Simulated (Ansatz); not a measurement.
**CH₇ClSiSn: one species, many methods**

An exercise on one series of results from a longer session: the logs are not shown, and one member is left open.

Method: functionals in def2-TZVPP, the program's frozen cores in correlated methods; program: Ansatz 0.2.0, Gaussian basis.

The runs, in order: PBE-D4, r2SCAN-D4, PBE0-D4, B3LYP-D4, ωB97X-V, ωB97M-V, B2PLYP; CCSD(T)/def2-TZVPP; MP2/def2-QZVPP; extrapolation to the limit.

## The geometry

The geometry comes from an earlier relaxation with PBE0-D4 in a triple-zeta def2 set; it is a stationary point, not always the lowest conformer. Sn takes the def2 core potential; no spin-orbit term is included.

SMILES `[CH3][SnH2][SiH2]Cl`, 11 atoms, charge 0, spin multiplicity 1.

Atoms are counted from 1 here; the program's logs count them from 0.

Bond lengths: C1–Sn2 2.141 Å, C1–H5 1.090 Å, C1–H6 1.090 Å, C1–H7 1.090 Å, Sn2–Si3 2.567 Å, Sn2–H8 1.710 Å, Sn2–H9 1.713 Å, Si3–Cl4 2.071 Å, Si3–H10 1.486 Å, Si3–H11 1.485 Å. Angles: Sn2–C1–H5 109.9°, Sn2–C1–H6 109.9°, Sn2–C1–H7 109.4°, H5–C1–H6 109.2°, H5–C1–H7 109.3°, H6–C1–H7 109.1°, C1–Sn2–Si3 109.1°, C1–Sn2–H8 109.9°, C1–Sn2–H9 110.2°, Si3–Sn2–H8 109.4°, Si3–Sn2–H9 110.1°, H8–Sn2–H9 108.2°, Sn2–Si3–Cl4 108.1°, Sn2–Si3–H10 112.3°, Sn2–Si3–H11 113.4°, Cl4–Si3–H10 107.0°, Cl4–Si3–H11 107.3°, H10–Si3–H11 108.4°.

Coordinates:

```mol
CH7ClSiSn
  3D, bonds by distance, orders not assigned

 11 10  0  0  0  0  0  0  0  0999 V2000
   -1.0651    1.5799    0.0658 C   0  0
   -0.2224   -0.1669    0.9738 Sn  0  0
    1.2963   -1.3477   -0.7258 Si  0  0
    0.2697   -1.4827   -2.5190 Cl  0  0
   -1.7843    2.0395    0.7436 H   0  0
   -0.2771    2.2978   -0.1604 H   0  0
   -1.5698    1.3004   -0.8586 H   0  0
   -1.4709   -1.2323    1.4551 H   0  0
    0.6776    0.2668    2.3647 H   0  0
    2.5422   -0.5839   -0.9943 H   0  0
    1.6693   -2.7280   -0.3242 H   0  0
  1  2  8  0
  2  3  8  0
  3  4  8  0
  1  5  8  0
  1  6  8  0
  1  7  8  0
  2  8  8  0
  2  9  8  0
  3 10  8  0
  3 11  8  0
M  END
```

The first run:

File in.yaml:

```yaml
crystal:
  periodic: [false, false, false]
  atoms:
    - {symbol: C, position_ang: [-1.065091, 1.579936, 0.065821]}
    - {symbol: Sn, position_ang: [-0.222446, -0.166918, 0.973801]}
    - {symbol: Si, position_ang: [1.296292, -1.347729, -0.725830]}
    - {symbol: Cl, position_ang: [0.269694, -1.482658, -2.519011]}
    - {symbol: H, position_ang: [-1.784272, 2.039547, 0.743631]}
    - {symbol: H, position_ang: [-0.277103, 2.297833, -0.160444]}
    - {symbol: H, position_ang: [-1.569842, 1.300386, -0.858621]}
    - {symbol: H, position_ang: [-1.470888, -1.232305, 1.455091]}
    - {symbol: H, position_ang: [0.677575, 0.266777, 2.364747]}
    - {symbol: H, position_ang: [2.542222, -0.583928, -0.994267]}
    - {symbol: H, position_ang: [1.669257, -2.728043, -0.324217]}
basis:
  gaussian: {orbitals: def2-TZVPP}
hamiltonian: {xc: pbe, dispersion: d4}
output: {forces: true, orbitals: {seedname: orbitals}}
```

On the command line:

```bash
$ ansatz run in.yaml --threads 4 --pin off --events-out ev --progress --plain --max-ram 10444MiB
```

Steps of the session up to this table: PBE-D4 (GGA); r2SCAN-D4 (meta-GGA); PBE0-D4 (hybrid); B3LYP-D4 (hybrid); ωB97X-V (range-separated); ωB97M-V (range-separated); B2PLYP (double hybrid); CCSD(T) in def2-TZVPP; MP2 in def2-QZVPP.

One table of the session follows, with a row left open; its other results are not shown here.

| method | atomisation energy (eV) |
| --- | --- |
| PBE-D4 | ? |
| r2SCAN-D4 | 34.386 |
| PBE0-D4 | 34.164 |
| B3LYP-D4 | 34.213 |
| ωB97X-V | 34.664 |
| ωB97M-V | 34.422 |
| B2PLYP | 33.785 |
| HF/def2-TZVPP | 25.751 |
| MP2/def2-TZVPP | 33.519 |
| CCSD/def2-TZVPP | 33.302 |
| CCSD(T)/def2-TZVPP | 33.704 |
| MP2/CBS | 34.425 |
| CCSD(T)/CBS | 34.611 |

**Question.** Estimate the row for PBE-D4.

As computed: atomisation energy (eV): 34.299. In the column «atomisation energy (eV)» it lies between B3LYP-D4 (34.213) and r2SCAN-D4 (34.386).

Among the levels timed on like hardware and quicker than the yardstick, those that no quicker one beats, quickest first: PBE-D4 (2.9 s, -0.312 eV); r2SCAN-D4 (5.5 s, -0.224 eV); ωB97X-V (9.5 s, +0.053 eV).

B2PLYP carry no dispersion term (for B3LYP, D4 adds 0.433 eV).

Caveats from the session: Free atoms (1 C, 1 Sn, 1 Si, 1 Cl, 7 H) were run apart at each level; the atomisation energy is their sum less the molecule, without zero-point or spin-orbit terms. All levels share the lack of spin-orbit coupling, which lowers the free heavy atoms and so the true binding.
